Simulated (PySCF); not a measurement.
# C4H8OSi: the cost of one run

Computed with PySCF 2.14.0, with density-fitted response routines of our own, on a single molecule in the gas phase. Atoms count from 0, in the outputs and in this text.

### Step 1. The molecule as given

14 atoms, charge 0, multiplicity 1; geometry from: PBE0-D3(BJ)/def2-SVP.

Bonds of the start (Å): C0–O1 1.40, O1–C2 1.39, C2–C3 1.46, C3–C4 1.31, C4–Si5 1.85, C4–C2 1.51, C0–H6 1.11, C0–H7 1.11, C0–H8 1.10, C2–H9 1.11, C3–H10 1.09, Si5–H11 1.49, Si5–H12 1.49, Si5–H13 1.49.

### Step 2. X-ray photoelectron lines: SCAN, X2C

What the job is given:

```
{"job": {"kind": "xps"}, "charge": 0, "multiplicity": 1}
C     -1.897014    -1.042508     0.011893
O     -1.712204     0.242215     0.526818
C     -0.652546     0.916029    -0.061577
C      0.104239     1.866858     0.747586
C      0.745812     0.751485     0.488269
Si     2.203441    -0.369722     0.674403
H     -2.083871    -1.031365    -1.080137
H     -1.020214    -1.694127     0.198464
H     -2.771885    -1.484878     0.508330
H     -0.798957     1.067155    -1.146660
H      0.097483     2.831376     1.252457
H      2.675027    -0.790004    -0.679350
H      1.788245    -1.586898     1.433721
H      3.315608     0.313583     1.398843
```

Method: delta-SCF UKS SCAN, pcX-2 on the ionised atom, pcseg-1 elsewhere, spin-free X2C.

Run with:

```
OMP_NUM_THREADS=1 python probes_run.py task.json out
```

One launch serves the whole session: the jobs run in the order shown.

Q: Estimate the wall time and peak memory of this first job on 1 thread of AMD EPYC 9R45, shared host.

About 24 s, with a peak of 0.66 GiB.
